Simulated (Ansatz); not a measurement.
# Zn7O8: the cost of one run

Method: DFT PBE, plane waves, PAW, scalar-relativistic, no spin polarisation, in Ansatz 0.2.0.

### 1 The starting structure

The cell holds 15 atoms (O8Zn7): a = 6.483 Å, b = 5.615 Å, c = 5.188 Å, α = 90.00°, β = 90.00°, γ = 90.00°.

As a file:

```xyz
15
Lattice="-3.2417 -5.6148 0.0000 4.8625 -2.8074 0.0000 0.0000 0.0000 5.1876" Properties=species:S:1:pos:R:3 pbc="T T T"
Zn    0.0159   -3.7687    0.0247
Zn    1.6332   -4.7010    2.5883
O     0.0584   -3.7067    1.9650
O     1.6720   -4.6713    4.5952
Zn    0.0350   -1.8514    2.5920
O     3.2141   -3.7347    1.9596
O    -0.0178   -1.8697    4.5557
Zn    1.6370   -0.9335    0.0029
Zn    3.2670   -1.8334    2.5848
O     1.6129   -0.9726    1.9919
O     3.2371   -1.8753    4.5461
Zn    1.6211   -6.5388    0.0088
Zn   -1.6292   -4.6899    2.5721
O     1.6740   -6.5496    1.9708
O    -1.6249   -4.6900    4.5786
```

### 2 End point A

Input file input.yaml:

```yaml
crystal:
  lattice:
    - [-3.2417, -5.614789, 0.0]
    - [4.86255, -2.807395, 0.0]
    - [0.0, 0.0, 5.1876]
  atoms:
    - { symbol: Zn, position: [0.5021882, 0.3380556, 0.004768] }
    - { symbol: Zn, position: [0.5019801, 0.6705316, 0.4989494] }
    - { symbol: O, position: [0.4906147, 0.3390896, 0.3787791] }
    - { symbol: O, position: [0.4950308, 0.6738826, 0.8858136] }
    - { symbol: Zn, position: [0.2446035, 0.1702662, 0.4996622] }
    - { symbol: O, position: [0.2509992, 0.8283168, 0.377752] }
    - { symbol: O, position: [0.2511193, 0.1637477, 0.8781851] }
    - { symbol: Zn, position: [-0.0015607, 0.3356231, 0.000553] }
    - { symbol: Zn, position: [-0.0070555, 0.6671716, 0.498267] }
    - { symbol: O, position: [0.0055364, 0.3353865, 0.3839673] }
    - { symbol: O, position: [0.0008512, 0.6662868, 0.8763473] }
    - { symbol: Zn, position: [0.7484025, 0.832317, 0.0016906] }
    - { symbol: Zn, position: [0.7520993, 0.1663563, 0.4958086] }
    - { symbol: O, position: [0.7457747, 0.8414485, 0.3799057] }
    - { symbol: O, position: [0.7517859, 0.1670299, 0.8826098] }
total_charge: 2
basis:
  ecutwfc: 420.0
kpoints:
  mp_grid: { grid: [2, 2, 2] }
hamiltonian:
  xc: pbe
  pseudopotentials: { kind: paw, azcp: { folder: soft_1 } }
scf:
  occupations: { method: gaussian, width: 0.02 }
  lower_state_search: "off"
relax:
  f_tol: 0.03
  max_steps: 60
  adjacent_minimum: "off"
```

Launch:

```console
> ansatz run input.yaml --threads 1 --pin off --max-ram 3072MiB --backend cpu --events-out ev --progress --plain --runs-dir out
```

**Question.** How long does this run take on 1 thread of Arm Neoverse V1, shared host, and how much memory does it need?

About 53 s, with a peak of 0.45 GiB.
